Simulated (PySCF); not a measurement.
**The bond of ZnH+, level by level**

What are the lowest state that PBE0 finds, the bond length, vibrational wavenumber and bond energy of ZnH+, and how much do these hang on the method?

The runs use PySCF 2.14.0; Zn pcseg-1, H pcseg-1, no relativity.

### Step 1. Input

Settings of the job:

- atoms: Zn, H
- charge: 1
- basis: Zn pcseg-1, H pcseg-1
- Hamiltonian: no relativity
- basis functions: 36
- electrons treated: 30
- masses in u: 63.9291, 1.0078
- levels: PBE0, PBE, r²SCAN, revPBE, B2PLYP, PBEsol, LC-ωPBE, HF, MP2, SCS-MP2, CCSD, CCSD(T)
- grid: 80 radial by 434 angular points
- occupations: held fixed by the projection of orbital angular momentum
- dissociation limit: Zn+ + H, each in its ground configuration
- starting distance in angstrom: 1.610
- values of 2S to try: 0, 2

Command:

```bash
> OMP_NUM_THREADS=1 python dia.py task.json out
```

The runs that follow: The PBE0 curve of the state that the search chose; Higher solutions at PBE0; PBE; r²SCAN (meta-GGA); revPBE (GGA); B2PLYP; PBEsol; LC-ωPBE; RHF; Adding correlation.

What does the calculation give? Wanted: for each run, Re; ωe; De; μ.

The runs gave:

Lowest PBE0 solution found, without spin–orbit coupling: ¹Σ⁺ (singlet), closed shell. The other levels ran on it alone.

| level | Re (Å) | ωe (cm⁻¹) | De (eV) | μ (D) |
| --- | --- | --- | --- | --- |
| RHF | 1.548 | 2018 | 1.22 | -2.60 |
| RHF-MP2 | 1.527 | 2027 | 2.10 | n/a |
| RHF-SCS-MP2 | 1.531 | 2009 | 2.18 | n/a |
| RHF-CCSD | 1.546 | 1915 | 2.27 | n/a |
| RHF-CCSD(T) | 1.546 | 1904 | 2.32 | n/a |
| PBE | 1.546 | 1852 | 2.48 | -1.15 |
| PBEsol | 1.539 | 1873 | 2.63 | -1.11 |
| revPBE | 1.550 | 1843 | 2.38 | -1.25 |
| r²SCAN | 1.526 | 1945 | 2.43 | -1.48 |
| PBE0 | 1.538 | 1926 | 2.31 | -1.54 |
| LC-ωPBE | 1.516 | 2051 | 2.26 | -1.88 |
| B2PLYP | 1.538 | 1936 | 2.32 | -1.85 |

De is counted to Zn+ + H in their ground configurations. A positive dipole points from Zn to H; in an ion it is taken about the centre of mass and does not tell which atom is negative.

Differences from CCSD(T) in the same basis:

| level | Re (mÅ) | ωe (%) |
| --- | --- | --- |
| RHF | +2 | +6.0 |
| RHF-MP2 | -19 | +6.4 |
| RHF-SCS-MP2 | -14 | +5.5 |
| RHF-CCSD | 0 | +0.6 |
| PBE | 0 | -2.7 |
| PBEsol | -6 | -1.7 |
| revPBE | +5 | -3.2 |
| r²SCAN | -20 | +2.1 |
| PBE0 | -8 | +1.1 |
| LC-ωPBE | -30 | +7.7 |
| B2PLYP | -8 | +1.6 |

**Reading.** Judged by CCSD(T) in the same basis: best bond length RHF-CCSD and PBE (0 mÅ), worst LC-ωPBE (-30 mÅ); best wavenumber RHF-CCSD (+0.6 %), worst LC-ωPBE (+7.7 %). CCSD(T) in a basis this small is itself some way from its limit, more so than the functionals. Among the levels with a De in the table, it runs from 1.22 eV (RHF) to 2.63 eV (PBEsol).

Correlated steps freeze 5 core orbitals. B2PLYP dipoles, levels and charges come from its SCF part alone.
